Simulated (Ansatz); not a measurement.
# C2HClFIn (SMILES C#[C][In]([F])[Cl]): PBE/def2-SVP (core potential)

Aim: the vertical singlet–triplet gap of C2HClFIn at PBE/def2-SVP (core potential), from 2 runs. 

The results are computed with Ansatz 0.2.0.

117 further runs of the same task are left out: 1 that didn't finish, 116 set aside as unsound or not needed.

### Step 1. The molecule

C2HClFIn: 6 atoms, total charge 0, spin state singlet. SMILES: `C#[C][In]([F])[Cl]`. Geometry: relaxed at PBE0-D4/def2-TZVP.

Bond lengths: C1–C2 1.206 Å, C2–In3 2.048 Å, In3–F4 1.933 Å, In3–Cl5 2.293 Å, C1–H6 1.067 Å. Angles: C1–C2–In3 179.4°, C2–In3–F4 120.7°, C2–In3–Cl5 127.6°, F4–In3–Cl5 111.7°, C2–C1–H6 179.8°.

### Step 2. The energy at PBE/def2-SVP (core potential)

The input, input.yaml:

```yaml
crystal:
  periodic: [false, false, false]
  atoms:
    - {symbol: C, position_ang: [1.088300, 0.340300, 1.700800]}
    - {symbol: C, position_ang: [0.438900, 0.120100, 0.708700]}
    - {symbol: In, position_ang: [-0.655800, -0.235700, -0.984700]}
    - {symbol: F, position_ang: [-1.773600, -1.806600, -1.123700]}
    - {symbol: Cl, position_ang: [-0.759200, 1.049500, -2.880900]}
    - {symbol: H, position_ang: [1.661500, 0.532400, 2.579900]}
basis:
  gaussian: {orbitals: def2-SVP}
hamiltonian: {xc: {name: PBE}}
accuracy: high
output: {orbitals: {seedname: orbitals}}
```

Launch:

```sh
$ ansatz run input.yaml --threads 1 --pin off --max-ram 3480MiB --events-out events.jsonl --progress --plain --runs-dir runs
```

Log:

```text
Warning: RAYON_NUM_THREADS=1 ignored (pool sized by the plan → 1); use --threads N
Functional definition: PBE
  name "PBE"
  parameter kappa = 0.804
  parameter beta = 0.06672455060314922
  exchange = pbe_x(kappa = kappa, mu = beta*pi^2/3)
  correlation = pbe_c(beta = beta)
1941 factors; integrals over basis functions are off by at most 3.4e-9 eV
mean field evaluation 1: about -22475.9934 eV, gradient 6.1e1 eV
mean field evaluation 2: about -22422.4026 eV, gradient 1.7e2 eV
mean field evaluation 4: about -22484.4766 eV, gradient 2.0e1 eV
mean field evaluation 8: about -22485.3217 eV, gradient 6.3e-1 eV
mean field evaluation 16: about -22485.3164 eV, gradient 2.3e-5 eV
mean field -22485.31638791 eV, -826.3201361609 hartree, gradient 1.1e-8 eV, S^2 0.000000; 0 other end points of the search recorded, 0 dependent functions left out
reference -22485.31639234 eV, -826.3201363236 hartree; 30, 30 occupied and 61, 61 virtual orbitals, 1941 factors
Total energy: -22485.31639234 eV, -826.3201363236 hartree
```

Wall time 7.2 s (1 thread of Arm Neoverse V2, shared host); peak memory 0.23 GiB.

### Step 3. The triplet at the same level

The input, run.yaml:

```yaml
crystal:
  periodic: [false, false, false]
  atoms:
    - {symbol: C, position_ang: [1.088300, 0.340300, 1.700800]}
    - {symbol: C, position_ang: [0.438900, 0.120100, 0.708700]}
    - {symbol: In, position_ang: [-0.655800, -0.235700, -0.984700]}
    - {symbol: F, position_ang: [-1.773600, -1.806600, -1.123700]}
    - {symbol: Cl, position_ang: [-0.759200, 1.049500, -2.880900]}
    - {symbol: H, position_ang: [1.661500, 0.532400, 2.579900]}
basis:
  gaussian: {orbitals: def2-SVP}
magnetization: {spin_polarized: true, initial_magnetization: 2}
hamiltonian: {xc: {name: PBE}}
accuracy: high
output: {orbitals: {seedname: orbitals}}
```

Launch:

```sh
$ ansatz run run.yaml --threads 1 --pin off --max-ram 3480MiB --events-out events.jsonl --progress --plain --runs-dir runs
```

Log, cut to the lines that bear on the results:

```text
Warning: RAYON_NUM_THREADS=1 ignored (pool sized by the plan → 1); use --threads N
Functional definition: PBE
  name "PBE"
[...]
1941 factors; integrals over basis functions are off by at most 3.4e-9 eV
[...]
mean field -22480.45920366 eV, -826.1416379318 hartree, gradient 4.0e-8 eV, S^2 2.003454; 10 other end points of the search recorded, 0 dependent functions left out
reference -22480.45920806 eV, -826.1416380937 hartree; 31, 29 occupied and 60, 62 virtual orbitals, 1941 factors
Total energy: -22480.45920806 eV, -826.1416380937 hartree
```

Wall time 71 s (1 thread of Arm Neoverse V2, shared host); peak memory 0.31 GiB.

### Step 4. Outcome

At PBE/def2-SVP (core potential):

| quantity | value |
| --- | --- |
| singlet: total energy | -826.32014 Eh |
| singlet: HOMO energy | -7.57 eV |
| singlet: LUMO energy | -2.66 eV |
| singlet: HOMO–LUMO gap | 4.92 eV |
| triplet: total energy | -826.14164 Eh |
| triplet: HOMO energy (highest over α and β) | -3.28 eV |
| triplet: ⟨S²⟩ | 2.003 |
| vertical energy of the triplet above the singlet | 4.857 eV |

**Reading.** At this shape the triplet lies 4.86 eV (469 kJ/mol) above the singlet.
